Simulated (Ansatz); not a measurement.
**Cl₂FHNSi radical: a ladder of functionals and wavefunction methods**

The task here is to estimate one member of a computed series from the others.

Program: Ansatz 0.2.0, Gaussian basis. Level of theory: functionals in def2-TZVPP, the program's frozen cores in correlated methods. These are calculated values, not measurements.

Levels to be run: LDA (SPW92), PBE-D4, revPBE-D4, BLYP-D4, r2SCAN-D4, B97M-V, PBE0-D4, B3LYP-D4, r2SCANh-D4, r2SCAN0-D4, HSE06-D4, BHLYP-D4, CAM-B3LYP-D4, LC-ωPBE, ωB97X-V, ωB97M-V, B2PLYP, PBE-QIDH; CCSD(T)/def2-SVP; CCSD(T)/def2-TZVPP; MP2/def2-QZVPP; extrapolation to the limit; RPA on PBE.

## The geometry

An earlier PBE0-D4 in a triple-zeta def2 set relaxation fixed the geometry.

SMILES `[NH][Si](F)(Cl)Cl`, 6 atoms, charge 0, spin multiplicity 2.

Atoms are counted from 1 here; the program's logs count them from 0.

Bond lengths: N1–Si2 1.723 Å, N1–H6 1.022 Å, Si2–F3 1.584 Å, Si2–Cl4 2.019 Å, Si2–Cl5 2.020 Å. Angles: Si2–N1–H6 115.7°, N1–Si2–F3 114.8°, N1–Si2–Cl4 107.8°, N1–Si2–Cl5 107.5°, F3–Si2–Cl4 107.6°, F3–Si2–Cl5 107.7°, Cl4–Si2–Cl5 111.7°.

As a file:

```xyz
6
Cl2FHNSi
N    -0.41544    0.45323    1.23421
Si    0.03061   -0.08464   -0.34067
F     1.32149   -1.00109   -0.38833
Cl   -1.50787   -1.16059   -1.08308
Cl    0.40182    1.55537   -1.45933
H     0.21140    0.17373    1.99111
```

Set-up of the first run:

in.yaml reads:

```yaml
crystal:
  periodic: [false, false, false]
  atoms:
    - {symbol: N, position_ang: [-0.415441, 0.453227, 1.234210]}
    - {symbol: Si, position_ang: [0.030607, -0.084640, -0.340673]}
    - {symbol: F, position_ang: [1.321491, -1.001094, -0.388335]}
    - {symbol: Cl, position_ang: [-1.507871, -1.160593, -1.083084]}
    - {symbol: Cl, position_ang: [0.401819, 1.555370, -1.459331]}
    - {symbol: H, position_ang: [0.211397, 0.173730, 1.991113]}
basis:
  gaussian: {orbitals: def2-TZVPP}
magnetization: {spin_polarized: true, initial_magnetization: 1}
hamiltonian: {xc: lda}
output: {orbitals: {seedname: orbitals}}
```

Among the steps run: LDA; PBE-D4 (GGA); revPBE-D4 (GGA); BLYP-D4 (GGA); r2SCAN-D4 (meta-GGA); B97M-V (meta-GGA); PBE0-D4 (hybrid); B3LYP-D4 (hybrid); r2SCANh-D4 (hybrid); r2SCAN0-D4 (hybrid); HSE06-D4 (hybrid); BHLYP-D4 (hybrid); CAM-B3LYP-D4 (range-separated); LC-ωPBE-D4 (range-separated; the results give it without D4); ωB97X-V (range-separated); ωB97M-V (range-separated); B2PLYP (double hybrid); PBE-QIDH (double hybrid).

One of the session's tables, all rows but one given; the rest of the session is left out.

It belongs to the step «Orbital energies across the functionals». 

| functional | HOMO (eV) | LUMO (eV) | gap (eV) |
| --- | --- | --- | --- |
| LDA (SPW92) | -7.46 | -6.34 | 1.12 |
| PBE-D4 | -7.40 | -5.73 | 1.66 |
| revPBE-D4 | -7.34 | -5.57 | 1.78 |
| BLYP-D4 | -7.27 | -5.68 | 1.59 |
| r2SCAN-D4 | -7.80 | -5.12 | 2.68 |
| B97M-V | -7.90 | -5.20 | 2.70 |
| PBE0-D4 | -9.04 | -4.29 | 4.75 |
| B3LYP-D4 | -8.76 | -4.76 | 4.00 |
| r2SCANh-D4 | -8.40 | -4.61 | 3.79 |
| r2SCAN0-D4 | -9.30 | -3.86 | 5.44 |
| HSE06-D4 | -8.63 | -4.69 | 3.94 |
| BHLYP-D4 | -10.54 | -2.87 | 7.67 |
| CAM-B3LYP-D4 | -10.54 | -3.20 | 7.34 |
| LC-ωPBE | ? | ? | ? |
| ωB97X-V | -11.60 | -2.14 | 9.46 |
| ωB97M-V | -11.43 | -2.21 | 9.22 |

Estimate the missing values for LC-ωPBE.

As computed: HOMO (eV): -12.02; LUMO (eV): -1.69; gap (eV): 10.33. In the column «HOMO (eV)» it is the lowest.
